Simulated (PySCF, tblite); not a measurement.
**C₆H₁₁N₃: geometry, infrared bands and NMR shifts**

What infrared bands and NMR shifts should C₆H₁₁N₃ (`CCc1nnn(C)c1C`) show?

The runs use tblite 0.8.0 and PySCF 2.14.0, with density-fitted response routines of our own; the level of theory stands in each step. All values are computed, except where a source is named. Atoms are numbered from 0 throughout.

### 1 Starting geometry

20 atoms, charge 0, multiplicity 1; geometry from: force field or distance geometry start.

Bonds of the start (Å): C0–C1 1.51, C1–C2 1.50, C2–N3 1.36, N3–N4 1.33, N4–N5 1.32, N5–C6 1.47, N5–C7 1.34, C7–C8 1.47, C7–C2 1.39, C0–H9 1.13, C0–H10 1.12, C0–H11 1.09, C1–H12 1.11, C1–H13 1.09, C6–H14 1.11, C6–H15 1.10, C6–H16 1.11, C8–H17 1.11, C8–H18 1.11, C8–H19 1.11.

### 2 Geometry optimisation with GFN2-xTB

The job: settings as JSON, then the geometry in Å.

```
{"job": {"kind": "relax", "xc": "GFN2-xTB", "basis": "xTB"}, "charge": 0, "multiplicity": 1}
C     -2.647000     0.371700     0.541700
C     -1.980400    -0.008600    -0.761900
C     -0.540900     0.422800    -0.745500
N     -0.145600     1.546200    -1.406000
N      1.161200     1.625400    -1.157700
N      1.573900     0.622600    -0.409400
C      2.942600     0.376200     0.060100
C      0.540500    -0.167800    -0.107600
C      0.573800    -1.395000     0.694400
H     -2.463500     1.454700     0.790600
H     -3.748500     0.280300     0.375200
H     -2.372400    -0.243500     1.399200
H     -2.019700    -1.111700    -0.872400
H     -2.477200     0.531500    -1.570100
H      2.954900    -0.316300     0.929100
H      3.370800     1.345500     0.348200
H      3.472000    -0.105400    -0.786500
H      1.515100    -1.937400     0.474000
H     -0.250600    -2.090600     0.412100
H      0.535900    -1.189800     1.789300
```

Launch:

```
$ OMP_NUM_THREADS=1 python probes_run.py task.json out
```

One launch serves the whole session: the jobs run in the order shown.

Log:

```text
step      E/eV     max force
  0    -740.21471    3.624
  1    -740.47829    0.683
  2    -740.52855    0.675
  3    -740.56161    0.510
  4    -740.57560    0.239
  5    -740.58424    0.208
  6    -740.59062    0.184
  7    -740.59618    0.164
  8    -740.60009    0.168
  9    -740.60318    0.194
 10    -740.60625    0.197
 11    -740.60978    0.167
 12    -740.61338    0.133
 13    -740.61650    0.122
 14    -740.61909    0.116
 15    -740.62142    0.113
 16    -740.62348    0.100
 17    -740.62517    0.087
 18    -740.62660    0.079
 19    -740.62785    0.091
 20    -740.62884    0.088
 21    -740.62946    0.046
 22    -740.62987    0.041
 23    -740.63027    0.055
 24    -740.63068    0.070
 25    -740.63105    0.052
 26    -740.63138    0.046
 27    -740.63177    0.045
 28    -740.63227    0.076
 29    -740.63283    0.079
 30    -740.63335    0.056
 31    -740.63386    0.059
 32    -740.63453    0.071
 33    -740.63553    0.121
 34    -740.63686    0.129
 35    -740.63828    0.080
 36    -740.63965    0.079
 37    -740.64094    0.094
 38    -740.64226    0.129
 39    -740.64360    0.107
 40    -740.64487    0.075
 41    -740.64595    0.093
 42    -740.64654    0.141
 43    -740.64775    0.104
 44    -740.64872    0.075
 45    -740.64964    0.062
 46    -740.65058    0.067
 47    -740.65159    0.069
 48    -740.65230    0.043
 49    -740.65269    0.049
 50    -740.65293    0.066
 51    -740.65344    0.053
 52    -740.65403    0.049
 53    -740.65456    0.052
 54    -740.65486    0.061
 55    -740.65532    0.063
 56    -740.65585    0.056
 57    -740.65634    0.045
 58    -740.65664    0.042
 59    -740.65692    0.041
 60    -740.65728    0.042
 61    -740.65770    0.050
 62    -740.65817    0.064
 63    -740.65871    0.062
 64    -740.65931    0.051
 65    -740.65984    0.043
 66    -740.66022    0.044
 67    -740.66047    0.040
 68    -740.66070    0.043
 69    -740.66092    0.030
 70    -740.66120    0.029
 71    -740.66133    0.033
 72    -740.66156    0.029
 73    -740.66174    0.035
 74    -740.66193    0.035
 75    -740.66210    0.033
 76    -740.66229    0.029
 77    -740.66248    0.028
 78    -740.66266    0.028
 79    -740.66280    0.030
 80    -740.66293    0.032
 81    -740.66310    0.031
 82    -740.66337    0.022
 83    -740.66352    0.022
 84    -740.66369    0.022
 85    -740.66380    0.017
 86    -740.66387    0.014
 87    -740.66390    0.010
 88    -740.66391    0.016
 89    -740.66392    0.012
 90    -740.66395    0.011
 91    -740.66397    0.013
 92    -740.66400    0.014
 93    -740.66403    0.014
 94    -740.66407    0.012
 95    -740.66410    0.011
 96    -740.66412    0.007
```

Wall time 0.67 s (1 thread of Arm Neoverse V1, shared host).

The steps of the relaxation: (not every step is listed)

```
step  energy from step 0 (eV)  largest force (eV/Å)
   0                   0.0000                3.6244
   1                  -0.2636                0.6832
   2                  -0.3138                0.6753
   3                  -0.3469                0.5104
   4                  -0.3609                0.2391
   5                  -0.3695                0.2079
   6                  -0.3759                0.1838
   7                  -0.3815                0.1644
   8                  -0.3854                0.1676
  16                  -0.4088                0.0997
  24                  -0.4160                0.0700
  32                  -0.4198                0.0714
  40                  -0.4302                0.0751
  48                  -0.4376                0.0430
  56                  -0.4411                0.0560
  64                  -0.4446                0.0509
  72                  -0.4469                0.0294
  80                  -0.4482                0.0317
  88                  -0.4492                0.0162
  91                  -0.4493                0.0130
  92                  -0.4493                0.0136
  93                  -0.4493                0.0140
  94                  -0.4494                0.0121
  95                  -0.4494                0.0112
  96                  -0.4494                0.0071
```

Distances of close pairs at the start and the end, largest changes first:

```
  bond  before (Å)  after (Å)  change (Å)
 N3–N4       1.333      1.279      -0.054
 C0–H9       1.126      1.087      -0.039
 N5–C6       1.468      1.431      -0.037
C0–H10       1.118      1.088      -0.030
C8–H18       1.115      1.087      -0.028
C8–H19       1.115      1.091      -0.024
 N5–C7       1.336      1.358      +0.023
C6–H14       1.111      1.092      -0.019
```

The end geometry stands in the next job.

### 3 Harmonic vibrations with GFN2-xTB

The job: settings as JSON, then the geometry in Å.

```
{"job": {"kind": "ir", "xc": "GFN2-xTB", "basis": "xTB"}, "charge": 0, "multiplicity": 1}
C     -2.726366     0.385496     0.513060
C     -1.986814     0.048036    -0.782374
C     -0.551354     0.434462    -0.701215
N     -0.076241     1.584572    -1.223587
N      1.178371     1.675912    -0.992556
N      1.568055     0.599512    -0.316058
C      2.929027     0.417728     0.086164
C      0.509446    -0.224141    -0.101552
C      0.616241    -1.511230     0.624354
H     -2.661346     1.452681     0.711481
H     -3.775341     0.109703     0.431556
H     -2.291445    -0.149095     1.355583
H     -2.065919    -1.023567    -0.984213
H     -2.438208     0.593388    -1.611621
H      2.999242     0.328241     1.172024
H      3.487502     1.291057    -0.244374
H      3.349414    -0.479453    -0.373193
H      1.373208    -2.149804     0.167685
H     -0.339396    -2.027648     0.600351
H      0.896776    -1.345172     1.665448
```

Log:

```text
mode    cm-1     km/mol
  1      47.1      1.52
  2     105.9      1.63
  3     108.7      0.24
  4     129.4      0.28
  5     185.9      0.92
  6     209.7      1.56
  7     239.3      0.74
  8     268.8      0.24
  9     271.2      1.90
 10     414.4      0.23
 11     434.3      0.38
 12     591.0      0.37
 13     636.3      0.57
 14     705.9      0.97
 15     733.4      0.47
 16     785.8      0.67
 17     823.8      3.69
 18     972.8      2.12
 19    1013.8      6.31
 20    1035.6     17.20
 21    1037.4     12.18
 22    1065.2      4.42
 23    1082.9      6.33
 24    1103.2      0.07
 25    1130.8     20.15
 26    1217.0      1.53
 27    1243.4     10.22
 28    1289.3     26.06
 29    1312.0     63.51
 30    1320.5     37.08
 31    1392.6      2.58
 32    1403.6     17.77
 33    1407.5      1.34
 34    1413.1     27.07
 35    1454.1      9.05
 36    1462.8      1.63
 37    1467.8      2.53
 38    1470.3      6.57
 39    1476.3      7.26
 40    1483.9      1.20
 41    1499.7      3.31
 42    1505.8      1.29
 43    1589.3     10.20
 44    2958.6     40.47
 45    2977.2     19.38
 46    2985.8     22.88
 47    2990.6     15.34
 48    3001.2     34.19
 49    3004.7     11.53
 50    3027.4     54.43
 51    3032.4     48.71
 52    3042.6     25.70
 53    3048.6      2.49
 54    3055.2     12.48
```

Run time: 0.73 s. Hardware: 1 thread of Arm Neoverse V1, shared host.

The strongest bands and the atoms that carry them (share of the mass-weighted mode):

```
cm⁻¹  km/mol                                 atoms
1289    26.1             N5 28 %, C2 16 %, N4 13 %
1312    63.5   N4 25 %, N3 24 %, N5 14 %, H12 14 %
1320    37.1  H12 24 %, C1 20 %, H13 19 %, N4 12 %
1413    27.1    C2 20 %, N5 19 %, N3 17 %, N4 13 %
2959    40.5                              H12 92 %
3001    34.2                    H17 60 %, H19 30 %
3027    54.4                              H11 79 %
3032    48.7                              H10 87 %
```

### 4 NMR shieldings: PBE0/pcSseg-1

The job, as its differences from that of step 3:

```diff
@@ -1,2 +1,2 @@
-{"job": {"kind": "ir", "xc": "GFN2-xTB", "basis": "xTB"}, "charge": 0, "multiplicity": 1}
+{"job": {"kind": "nmr", "xc": "PBE0", "basis": "pcSseg-1"}, "charge": 0, "multiplicity": 1}
 C     -2.726366     0.385496     0.513060
```

Method: GIAO PBE0/pcSseg-1 NMR shielding, non-relativistic, gas phase.

Log:

```text
coarse grid: 16528 points
cycle   1  E = -398.8619565120  dE =  1.498e+00  |g| = 5.079e-01  |ddm| = 4.142e+00
cycle   2  E = -398.7858352359  dE =  7.612e-02  |g| = 7.970e-01  |ddm| = 1.211e+00
cycle   3  E = -398.9205637173  dE = -1.347e-01  |g| = 1.591e-01  |ddm| = 7.803e-01
cycle   4  E = -398.9255389501  dE = -4.975e-03  |g| = 5.167e-02  |ddm| = 1.555e-01
cycle   5  E = -398.9261264985  dE = -5.875e-04  |g| = 1.088e-02  |ddm| = 5.564e-02
cycle   6  E = -398.9261480950  dE = -2.160e-05  |g| = 4.640e-03  |ddm| = 1.390e-02
cycle   7  E = -398.9261522294  dE = -4.134e-06  |g| = 9.597e-04  |ddm| = 3.667e-03
final grid: 159320 points
cycle   8  E = -398.9756538354  dE = -4.975e-05  |g| = 8.150e-03  |ddm| = 4.034e-02
cycle   9  E = -398.9756530488  dE =  7.867e-07  |g| = 8.477e-03  |ddm| = 1.527e-02
cycle  10  E = -398.9756705163  dE = -1.747e-05  |g| = 9.463e-04  |ddm| = 7.259e-03
cycle  11  E = -398.9756706869  dE = -1.705e-07  |g| = 2.955e-04  |ddm| = 9.543e-04
cycle  12  E = -398.9756707012  dE = -1.430e-08  |g| = 1.331e-04  |ddm| = 3.381e-04
cycle  13  E = -398.9756707052  dE = -4.053e-09  |g| = 2.750e-05  |ddm| = 1.579e-04
cycle  14  E = -398.9756707054  dE = -1.471e-10  |g| = 1.103e-05  |ddm| = 3.583e-05
converged SCF energy = -398.9756707054

GIAO shielding tensors (ppm)
atom      isotropic    diamagn.    paramagn.     s11        s22        s33       span
  0 C      167.779     246.959     -79.180    154.983    162.294    186.059     31.077
  1 C      163.466     246.906     -83.440    153.007    163.987    173.404     20.397
  2 C       35.400     258.046    -222.646    -24.569     18.767    112.002    136.570
  3 N     -114.511     329.562    -444.072   -340.952   -169.514    166.934    507.886
  4 N     -130.997     315.850    -446.848   -360.019   -127.888     94.915    454.934
  5 N        8.630     340.753    -332.123   -156.117     70.846    111.161    267.278
  6 C      152.103     245.302     -93.199    134.147    137.476    184.686     50.539
  7 C       52.700     261.560    -208.860    -18.689     39.717    137.073    155.762
  8 C      176.972     248.634     -71.661    166.208    178.481    186.229     20.021
  9 H       30.407      29.853       0.554     26.253     29.001     35.966      9.714
 10 H       30.444      27.720       2.724     26.184     27.043     38.103     11.919
 11 H       30.770      31.245      -0.476     25.785     31.074     35.450      9.665
 12 H       29.113      31.342      -2.229     24.914     28.443     33.982      9.068
 13 H       28.636      29.615      -0.979     24.073     27.110     34.724     10.651
 14 H       28.082      29.600      -1.517     23.564     26.783     33.900     10.336
 15 H       27.027      28.668      -1.641     22.303     26.376     32.402     10.099
 16 H       28.073      28.977      -0.903     23.585     26.587     34.048     10.463
 17 H       29.476      29.739      -0.263     24.284     27.905     36.239     11.954
 18 H       29.103      31.221      -2.118     23.355     29.411     34.543     11.189
 19 H       29.453      30.473      -1.020     25.104     27.187     36.067     10.964
```

It took 37 s on 1 thread of Arm Neoverse V1, shared host; peak memory 0.93 GiB.

The references, computed at this level on geometries of the same kind, shield at (ppm): 1H TMS 31.72, 13C TMS 186.9, 15N NH3 267.7. Their shielding less the atom's gives the shift. The references are single molecules in the gas phase, so shifts against H2O, NH3, PH3, H3PO4 or CFCl3 are not on the usual liquid scales and can be off by tens of ppm. Atoms listed in one row are averaged.

```
        atoms                                          environment  σ (ppm)  δ (ppm)  δ scaled to CDCl3
           C2  substituted aromatic carbon next to a ring nitrogen     35.4    151.5              146.0
           C7  substituted aromatic carbon next to a ring nitrogen     52.7    134.2              129.1
           C6                            methyl carbon bonded to N    152.1     34.8               32.1
           C1                          sp3 CH2 on an aromatic ring    163.5     23.5               21.0
           C0                                        methyl carbon    167.8     19.1               16.8
           C8                    methyl carbon on an aromatic ring    177.0     10.0                7.8
H14, H15, H16              hydrogen on a methyl carbon bonded to N    27.73     3.99               3.87
     H12, H13           hydrogen on an sp3 CH2 on an aromatic ring    28.87     2.84               2.79
H17, H18, H19      hydrogen on a methyl carbon on an aromatic ring    29.34     2.37               2.34
 H9, H10, H11                          hydrogen on a methyl carbon    30.54     1.18               1.21
           N4                   pyridine-type nitrogen of an azole   -131.0    398.7                  –
           N3                   pyridine-type nitrogen of an azole   -114.5    382.2                  –
           N5                           pyrrole-type ring nitrogen      8.6    259.1                  –
```

The scaled column applies a straight-line fit of computed shieldings to shifts measured in CDCl3 (root-mean-square error 0.16 ppm for H, 1.9 ppm for C).

Charges from the same density, by scheme (e):

```
atoms  Mulliken    IAO  Hirshfeld  ESP fit
   C0     -0.27  -0.41      -0.12    -0.20
   C1     -0.15  -0.26      -0.07     0.04
   C2     -0.10   0.03       0.01     0.14
   N3     -0.27  -0.21      -0.15    -0.30
   N4     -0.02  -0.13      -0.09    -0.34
   N5     -0.53   0.03       0.04     0.44
   C6     -0.03  -0.32      -0.05    -0.38
   C7      0.09   0.02       0.02     0.05
   C8     -0.12  -0.43      -0.11    -0.76
```

Mayer bond orders: C0–C1 1.04, C1–C2 1.05, C2–N3 1.36, N3–N4 1.48, N4–N5 1.19, N5–C6 0.92, N5–C7 1.03, C7–C8 1.11, C7–C2 1.42.

Ring of atoms C2, N3, N4, N5, C7: NICS(0) -12.3, NICS(1) -12.9, NICS(1)zz -31.2 ppm (means of both faces).

### 5 What came out

| quantity | value |
| --- | --- |
| strongest single infrared mode (GFN2-xTB) | 1312 cm⁻¹, 64 km/mol |
| zero-point energy (GFN2-xTB) | 105.3 kcal/mol |
| 13C shifts against TMS (PBE0/pcSseg-1) | 151.5, 134.2, 34.8, 23.5, 19.1, 10.0 ppm |
| 1H shifts against TMS (PBE0/pcSseg-1, means over atoms taken as alike) | 3.99, 2.84, 2.37, 1.18 ppm |
| 15N shifts against NH3 (PBE0/pcSseg-1) | 398.7, 382.2, 259.1 ppm |

What this shows: The optimisation took 96 steps and gained 0.449 eV; among the close pairs (by a distance rule), N3–N4 changed most, from 1.333 to 1.279 Å. All 54 modes are real, so the xTB geometry is a minimum. The strongest single mode, at 1312 cm⁻¹, is carried by N4, N3, N5, H12. Unscaled tight-binding wavenumbers are off by several per cent, some by more. Its intensities can rank the bands wrongly. The most deshielded hydrogen is H14, H15, H16 (mean) (hydrogen on a methyl carbon bonded to N), at 3.99 ppm: its carbon carries N, an electronegative neighbour. At PBE0/pcSseg-1: Shielding is most anisotropic at N3 (span 508 ppm, paramagnetic term -444 ppm). NICS(1)zz of -31 ppm above the planar ring from C2 marks a diatropic (aromatic) ring current.
